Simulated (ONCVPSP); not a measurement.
# Titanium: generating and testing an ONCV potential

Task: generate the file, and judge it by its errors in other configurations, its logarithmic derivatives, its ghosts and its cutoff.

Program: ONCVPSP 4.0.1.1 (patched build). Reference atom: PBE, scalar-relativistic, spherical and spin-unpolarised. All values are calculated.

**1. Settings**

Typed settings, in words:

| Property | Result |
| --- | --- |
| element | titanium (Ti, Z = 22) |
| type | optimised norm-conserving Vanderbilt (ONCV) |
| frozen core | [Ne] 3s2 |
| valence charge | 10 |
| reference configuration | 3p6 3d2 4s2 |
| partial waves | 4s: rc 3.05 bohr, ncon 3, nbas 6, qcut 2.3 1/bohr, 2 projectors, debl 1.1 Ha; 3p: rc 1.10 bohr, ncon 4, nbas 9, qcut 7.6 1/bohr, 2 projectors, debl 2 Ha; 3d: rc 2.50 bohr, ncon 3, nbas 7, qcut 7.4 1/bohr, 3 projectors, debl 1.4 Ha |
| local potential | polynomial inside 0.85 bohr (lpopt 1, dvloc0 2 Ha) |
| core correction | not asked for |

The outer shells as boxes (Hund's rule for the drawing; the calculation is spin-unpolarised):

```
[Ne] core
3s [↑↓]
3p [↑↓][↑↓][↑↓]
3d [↑ ][↑ ][  ][  ][  ]
4s [↑↓]
```

**2. Generation**

File Ti.dat:

```
# ATOM AND REFERENCE CONFIGURATION
# atsym  z   nc   nv     iexc    psfile
  Ti 22.00    4    3        4      upf
#
#   n    l    f
    1    0    2.00
    2    0    2.00
    2    1    6.00
    3    0    2.00
    3    1    6.00
    3    2    2.00
    4    0    2.00
#
# PSEUDOPOTENTIAL AND OPTIMIZATION
# lmax
    2
#
#   l,   rc,      ep,       ncon, nbas, qcut
    0    3.05    0.00    3    6    2.30
    1    1.10    0.00    4    9    7.60
    2    2.50    0.00    3    7    7.40
#
# LOCAL POTENTIAL
# lloc, lpopt,  rc(5),   dvloc0
    4    1    0.85    2.00
#
# VANDERBILT-KLEINMAN-BYLANDER PROJECTORs
# l, nproj, debl
    0    2    1.10
    1    2    2.00
    2    3    1.40
#
# MODEL CORE CHARGE
# icmod, fcfact, rcfact
    0    0.00    0.00
#
# LOG DERIVATIVE ANALYSIS
# epsh1, epsh2, depsh
   -3.00    5.00    0.02
#
# OUTPUT GRID
# rlmax, drl
    6.00    0.01
#
# TEST CONFIGURATIONS
# ncnf
    4
# nvcnf
#   n    l    f
    3
    3    1    6.00
    3    2    2.00
    4    0    1.00
#
    3
    3    1    6.00
    3    2    2.00
    4    0    0.00
#
    3
    3    1    6.00
    3    2    1.00
    4    0    0.00
#
    3
    3    1    6.00
    3    2    3.00
    4    0    0.00
#
```

Started as:

```console
$ oncvpsp.x < Ti.dat > Ti.out
```

What does the calculation give? Wanted: cutoffs for 1 and 0.1 mHa per electron, occupied waves; bound ghosts; GHOST(+) flags; largest test error; largest phase difference near zero energy, channels read.

The runs gave:

| quantity | value |
| --- | --- |
| cutoffs for 1 and 0.1 mHa per electron, occupied waves | 19 Ha and 91 Ha |
| bound ghosts | s at -86.20 eV |
| GHOST(+) flags | d at 231 eV |
| largest test error (AE − PS) | +269 meV, for 3p6 3d1 4s0 |
| largest phase difference near zero energy, channels read | 0.001 rad |

A bound ghost (s) makes it unfit for use: electrons can fall into a state that the atom doesn't have. By total energies transferability is poor: the largest error is 269 meV on 47.9 eV, for 3p6 3d1 4s0. That test lies far up in energy; among those under 40 eV, nearer to bonding, the largest error is 80 meV. It counts as of middling hardness, with 19 Ha needed at the looser tolerance. The tighter tolerance needs 91 Ha, and converged work needs a cutoff nearer that. Near zero energy the phases of the channels with partial waves agree within 0.001 rad. The program also flags highly localised states, GHOST(+) (d). All of this concerns the isolated atom, not yet a solid.
